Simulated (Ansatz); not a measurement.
# The cluster Ge₂₂PH₃₂ (doublet): inputs that go wrong

1 input was typed for the cluster Ge₂₂PH₃₂ (doublet). Each is run as it stands; the log then has to tell whether the result can be used.

Method: the settings change from run to run; program: Ansatz 0.2.0, Gaussian basis.

1 further run of the same task is left out (set aside as unsound or not needed). Runs told in other sessions of the task aren't counted.

### 1 The geometry

An earlier PBE-D4/def2-SVP relaxation fixed the geometry.

55 atoms, charge 0, spin multiplicity 2.

Atoms are counted from 1 here; the program's logs count them from 0.

Bond lengths: Ge1–Ge12 2.449 Å, Ge1–Ge16 2.445 Å, Ge1–H24 1.559 Å, Ge1–H25 1.556 Å, Ge2–Ge15 2.442 Å, Ge2–Ge17 2.448 Å, Ge2–H26 1.558 Å, Ge2–H27 1.555 Å, Ge3–Ge13 2.451 Å, Ge3–Ge18 2.445 Å, Ge3–Ge19 2.442 Å, Ge3–H28 1.561 Å, Ge4–Ge15 2.447 Å, Ge4–Ge18 2.444 Å, Ge4–Ge20 2.450 Å, Ge4–H29 1.562 Å, P5–Ge12 2.364 Å, P5–Ge13 2.354 Å and more. Angles: Ge12–Ge1–Ge16 113.1°, Ge12–Ge1–H24 106.9°, Ge12–Ge1–H25 108.9°, Ge16–Ge1–H24 109.8°, Ge16–Ge1–H25 110.6°, H24–Ge1–H25 107.4°, Ge15–Ge2–Ge17 107.1°, Ge15–Ge2–H26 108.8°, Ge15–Ge2–H27 112.4°, Ge17–Ge2–H26 109.0°, Ge17–Ge2–H27 111.4°, H26–Ge2–H27 108.1°, Ge13–Ge3–Ge18 110.5°, Ge13–Ge3–Ge19 110.7°, Ge13–Ge3–H28 107.3°, Ge18–Ge3–Ge19 107.9°, Ge18–Ge3–H28 110.6°, Ge19–Ge3–H28 109.8° and more.

Coordinates:

| atom | x (Å) | y (Å) | z (Å) |
| --- | --- | --- | --- |
| Ge1 | -1.79555 | -3.58196 | 1.57091 |
| Ge2 | 1.39233 | -3.33266 | -1.41136 |
| Ge3 | -2.03500 | 1.77079 | -4.25802 |
| Ge4 | 1.08107 | -0.58983 | -4.22532 |
| P5 | -1.30370 | -0.64565 | -1.14612 |
| Ge6 | -0.10979 | 1.32472 | 1.36632 |
| Ge7 | 1.18595 | -0.73776 | 1.87557 |
| Ge8 | 1.00869 | 2.72025 | -1.86020 |
| Ge9 | -1.78812 | -0.56866 | 4.21680 |
| Ge10 | 1.55165 | 1.66528 | 4.80996 |
| Ge11 | 3.73928 | -0.09424 | -1.18093 |
| Ge12 | -2.74317 | -2.32086 | -0.30303 |
| Ge13 | -2.95589 | 0.28120 | -2.54371 |
| Ge14 | -2.32558 | 0.98898 | 2.39693 |
| Ge15 | -0.20414 | -2.01836 | -2.70947 |
| Ge16 | -0.39931 | -2.21471 | 3.04052 |
| Ge17 | 2.52678 | -1.78881 | 0.11325 |
| Ge18 | -0.48808 | 0.55482 | -5.70937 |
| Ge19 | -0.80551 | 3.61383 | -3.23041 |
| Ge20 | 2.39722 | 1.00774 | -2.91546 |
| Ge21 | 0.87714 | 3.02089 | 2.87612 |
| Ge22 | 2.77711 | -0.11048 | 3.65392 |
| Ge23 | -0.42095 | 0.64660 | 5.85319 |
| H24 | -2.99619 | -4.16530 | 2.37658 |
| H25 | -0.98337 | -4.78360 | 1.00851 |
| H26 | 2.44339 | -3.94782 | -2.38376 |
| H27 | 0.71190 | -4.49641 | -0.63660 |
| H28 | -3.23708 | 2.33107 | -5.08150 |
| H29 | 2.05860 | -1.50157 | -5.03250 |
| H30 | 0.35460 | 2.07410 | -0.53103 |
| H31 | 1.93522 | 3.87475 | -1.36610 |
| H32 | -3.03524 | -1.21901 | 4.89751 |
| H33 | 2.39455 | 2.43103 | 5.87904 |
| H34 | 4.97321 | -0.76678 | -1.85729 |
| H35 | 4.27486 | 0.99989 | -0.20715 |
| H36 | -3.13006 | -3.28481 | -1.46737 |
| H37 | -4.03816 | -1.59391 | 0.16307 |
| H38 | -3.78432 | -0.85731 | -3.21703 |
| H39 | -3.90648 | 1.07513 | -1.59863 |
| H40 | -3.38604 | 0.38768 | 1.42958 |
| H41 | -2.87905 | 2.34267 | 2.93287 |
| H42 | -1.22955 | -2.89171 | -3.50300 |
| H43 | 0.35823 | -3.15295 | 4.03260 |
| H44 | 3.61784 | -2.61036 | 0.87725 |
| H45 | -1.24864 | -0.48919 | -6.57777 |
| H46 | 0.24261 | 1.54576 | -6.66204 |
| H47 | -0.23447 | 4.53113 | -4.35145 |
| H48 | -1.74846 | 4.47518 | -2.33988 |
| H49 | 3.37615 | 1.72354 | -3.90047 |
| H50 | 2.14083 | 3.69833 | 2.26339 |
| H51 | -0.14162 | 4.14224 | 3.23758 |
| H52 | 4.10617 | 0.43559 | 3.05001 |
| H53 | 3.11622 | -1.33238 | 4.55716 |
| H54 | -1.29455 | 1.74298 | 6.53320 |
| H55 | 0.04398 | -0.33996 | 6.96565 |

### 2 Input 1

in.yaml reads:

```yaml
crystal:
  periodic: [false, false, false]
  atoms:
    - {symbol: Ge, position_ang: [-1.795547, -3.581961, 1.570908]}
    - {symbol: Ge, position_ang: [1.392327, -3.332661, -1.411358]}
    - {symbol: Ge, position_ang: [-2.035004, 1.770791, -4.258021]}
    - {symbol: Ge, position_ang: [1.081066, -0.589829, -4.225319]}
    - {symbol: P, position_ang: [-1.303695, -0.645649, -1.146124]}
    - {symbol: Ge, position_ang: [-0.109792, 1.324720, 1.366322]}
    - {symbol: Ge, position_ang: [1.185946, -0.737762, 1.875575]}
    - {symbol: Ge, position_ang: [1.008687, 2.720253, -1.860202]}
    - {symbol: Ge, position_ang: [-1.788116, -0.568665, 4.216803]}
    - {symbol: Ge, position_ang: [1.551649, 1.665277, 4.809957]}
    - {symbol: Ge, position_ang: [3.739275, -0.094237, -1.180931]}
    - {symbol: Ge, position_ang: [-2.743173, -2.320858, -0.303033]}
    - {symbol: Ge, position_ang: [-2.955886, 0.281197, -2.543707]}
    - {symbol: Ge, position_ang: [-2.325584, 0.988983, 2.396934]}
    - {symbol: Ge, position_ang: [-0.204141, -2.018356, -2.709472]}
    - {symbol: Ge, position_ang: [-0.399306, -2.214711, 3.040515]}
    - {symbol: Ge, position_ang: [2.526782, -1.788811, 0.113254]}
    - {symbol: Ge, position_ang: [-0.488084, 0.554816, -5.709367]}
    - {symbol: Ge, position_ang: [-0.805510, 3.613829, -3.230413]}
    - {symbol: Ge, position_ang: [2.397221, 1.007740, -2.915461]}
    - {symbol: Ge, position_ang: [0.877144, 3.020893, 2.876122]}
    - {symbol: Ge, position_ang: [2.777106, -0.110475, 3.653915]}
    - {symbol: Ge, position_ang: [-0.420951, 0.646603, 5.853193]}
    - {symbol: H, position_ang: [-2.996187, -4.165297, 2.376576]}
    - {symbol: H, position_ang: [-0.983366, -4.783602, 1.008510]}
    - {symbol: H, position_ang: [2.443392, -3.947823, -2.383761]}
    - {symbol: H, position_ang: [0.711899, -4.496415, -0.636597]}
    - {symbol: H, position_ang: [-3.237079, 2.331067, -5.081495]}
    - {symbol: H, position_ang: [2.058604, -1.501568, -5.032500]}
    - {symbol: H, position_ang: [0.354600, 2.074097, -0.531028]}
    - {symbol: H, position_ang: [1.935223, 3.874750, -1.366101]}
    - {symbol: H, position_ang: [-3.035243, -1.219014, 4.897509]}
    - {symbol: H, position_ang: [2.394555, 2.431027, 5.879042]}
    - {symbol: H, position_ang: [4.973205, -0.766778, -1.857287]}
    - {symbol: H, position_ang: [4.274859, 0.999893, -0.207152]}
    - {symbol: H, position_ang: [-3.130055, -3.284814, -1.467371]}
    - {symbol: H, position_ang: [-4.038164, -1.593908, 0.163070]}
    - {symbol: H, position_ang: [-3.784320, -0.857309, -3.217030]}
    - {symbol: H, position_ang: [-3.906482, 1.075133, -1.598633]}
    - {symbol: H, position_ang: [-3.386037, 0.387683, 1.429579]}
    - {symbol: H, position_ang: [-2.879049, 2.342671, 2.932874]}
    - {symbol: H, position_ang: [-1.229547, -2.891707, -3.503005]}
    - {symbol: H, position_ang: [0.358225, -3.152951, 4.032597]}
    - {symbol: H, position_ang: [3.617837, -2.610361, 0.877247]}
    - {symbol: H, position_ang: [-1.248644, -0.489193, -6.577766]}
    - {symbol: H, position_ang: [0.242607, 1.545756, -6.662045]}
    - {symbol: H, position_ang: [-0.234473, 4.531128, -4.351455]}
    - {symbol: H, position_ang: [-1.748464, 4.475181, -2.339884]}
    - {symbol: H, position_ang: [3.376152, 1.723539, -3.900468]}
    - {symbol: H, position_ang: [2.140833, 3.698334, 2.263389]}
    - {symbol: H, position_ang: [-0.141620, 4.142236, 3.237578]}
    - {symbol: H, position_ang: [4.106172, 0.435587, 3.050009]}
    - {symbol: H, position_ang: [3.116220, -1.332383, 4.557156]}
    - {symbol: H, position_ang: [-1.294547, 1.742977, 6.533199]}
    - {symbol: H, position_ang: [0.043979, -0.339963, 6.965653]}
basis:
  gaussian: {orbitals: def2-mTZVPP, fitting: {mean_field: def2-universal-jkfit}}
magnetization: {spin_polarized: true, initial_magnetization: 1}
hamiltonian: {xc: {name: PBE1PBE}}
scf: {omitted_lower_state_checks: [starts]}
```

Started as:

```
$ ansatz run in.yaml --threads 11 --pin off --events-out ev --progress --plain --max-ram 174080MiB --backend cuda --devices 0, --max-vram 75GiB
```

Before running them: what should the planned runs give, taken together?

**Answer**, as computed:

| input | level | ended | cause | time |
| --- | --- | --- | --- | --- |
| 1 | PBE1PBE/def2-mTZVPP | refused | the method's name isn't one that the program takes here | 0.05 s |

1 refused. A refusal costs next to no computing time.
